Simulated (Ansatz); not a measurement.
A run of Ansatz 0.2.0:

Contents of input.yaml:

```yaml
crystal:
  lattice:
    - [3.72497, 0.0, 0.0]
    - [-1.86248, 3.22592, 0.0]
    - [0.0, 0.0, 25.52766]
  atoms:
    - { symbol: Ca, position: [0.66667, 0.33333, 0.31076] }
    - { symbol: F, position: [0.0, 0.0, 0.27684] }
kpoints:
  mp_grid: { grid: [8, 8, 1] }
scf:
  occupations: { method: fermi_dirac, width: 0.05 }
hamiltonian:
  xc: pbesol
  pseudopotentials: { kind: all_electron, lapw: { basis_error: 0.002 } }
output:
  forces: true
  stress: true
  eigenvalues: true
```

Potentials or basis: all-electron LAPW, scalar-relativistic.

Launch:

```bash
$ ansatz run input.yaml --threads 4 --pin off --max-ram 12288MiB --backend cpu --events-out ev --progress --plain --runs-dir out
```

Hardware: 4 threads of Arm Neoverse V1 (shared host).

Task: Estimate the wall time of this run.

Result: It took 6.5 s on 4 threads of Arm Neoverse V1, on a shared host, peak memory 0.56 GiB. Counts: scf iterations 9, plane waves 2741, k points 10, bands 17.
